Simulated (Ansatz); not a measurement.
# SiGe: an axial (c/a) deformation path

The task here is to estimate one member of a computed series from the others.

Program: Ansatz 0.2.0. Level of theory: DFT r2SCAN, scalar-relativistic, plane waves, PAW. These are calculated values, not measurements.

**The system as given**

The structure is hexagonal, space group P6_3mc (No. 186). The conventional cell has a = 3.904 Å, b = 3.904 Å, c = 6.451 Å, α = 90.00°, β = 90.00°, γ = 120.00°. Si (site symmetry 3m) is surrounded by 4 Ge at 2.40 to 2.41 Å. Ge (site symmetry 3m) has 4 Si at 2.40 to 2.41 Å in its first shell of neighbours.

As a file:

```cif
data_structure
_symmetry_space_group_name_H-M 'P6_3mc'
_symmetry_Int_Tables_number 186
_cell_length_a 3.9045
_cell_length_b 3.9045
_cell_length_c 6.4508
_cell_angle_alpha 90.000
_cell_angle_beta 90.000
_cell_angle_gamma 120.000
_cell_volume 85.17
loop_
_atom_site_label
_atom_site_type_symbol
_atom_site_symmetry_multiplicity
_atom_site_Wyckoff_symbol
_atom_site_fract_x
_atom_site_fract_y
_atom_site_fract_z
_atom_site_occupancy
Si1 Si 2 b 0.66667 0.33333 0.87461 1
Ge1 Ge 2 b 0.66667 0.33333 0.50039 1
```

It goes back to an entry of the Materials Project, which need not be the stable form.

The cell is taken as given, not relaxed at this level.

**The reference cell**

Reference values: F = -9883.8346 eV; pressure 0.04 GPa; largest force 0.016 eV/Å; gap on the mesh 0.66 eV. It was computed beforehand with the settings of the runs below.

The first run:

At fixed volume and fractional coordinates, lengths along (0.000, 0.000, 1.000) are scaled against those across it; ρ is that ratio over its starting value.

input.yaml reads:

```yaml
crystal:
  lattice:
    - [4.1218011386, 0.0, 0.0]
    - [-2.0609005693, 3.5695844954, 0.0]
    - [0.0, 0.0, 5.7883979793]
  atoms:
    - { symbol: Si, position: [0.6666666667, 0.3333333333, 0.874607] }
    - { symbol: Si, position: [0.3333333333, 0.6666666667, 0.374607] }
    - { symbol: Ge, position: [0.6666666667, 0.3333333333, 0.500392] }
    - { symbol: Ge, position: [0.3333333333, 0.6666666667, 0.000392] }
basis:
  ecutwfc: 500
kpoints:
  mp_grid: { grid: [12, 12, 6] }
hamiltonian:
  xc: r2scan
scf:
  occupations: { method: gaussian, width: 0.05 }
output:
  forces: true
  stress: true
  eigenvalues: true
  write_density: true
  write_potential: true
  elf: true
  volumetric_format: npy
```

The run is started by

```bash
> ansatz run input.yaml --threads 1 --pin off --max-ram 2560MiB --backend cpu --events-out ev --progress --plain --runs-dir out
```

Steps of the session up to this table: At ρ = 0.850; ρ = 1.200; At ρ = 0.920; At ρ = 1.100; At ρ = 0.960; Point ρ = 1.050; At ρ = 0.800; At ρ = 1.300.

One of the session's tables, all rows but one given; the rest of the session is left out.

The scan, with free energies counted from the undisturbed cell:

```
    ρ  ΔE (meV/atom)  pressure (GPa)  gap on the mesh (eV)
0.800          575.1             8.5                  0.00
0.850          293.1             4.4                  0.00
0.920           72.5             1.1                  0.00
0.960              ?               ?                     ?
1.000            0.0             0.0                  0.66
1.050           21.6             0.3                  0.61
1.100           79.5             1.2                  0.41
1.200          264.7             4.0                  0.00
1.300          485.8             7.4                  0.00
```

Q: Estimate the row for ρ = 0.960 from the others.

Worked estimate for «ΔE (meV/atom)». A straight line through the neighbours (0.920, 72.5) and (1.000, 0.0) gives 72.5 + (0.0 − 72.5) × (0.960 − 0.920) / (1.000 − 0.920) = 36.3; a parabola fitted to 4 rows on both sides gives 14.6.

As computed: ΔE (meV/atom): 16.9; pressure (GPa): 0.3; gap on the mesh (eV): 0.32. In «ΔE (meV/atom)» the line misses by +19.4 and the parabola by -2.3.

Where the gap reads zero, the mesh chosen for the insulator is on the coarse side.
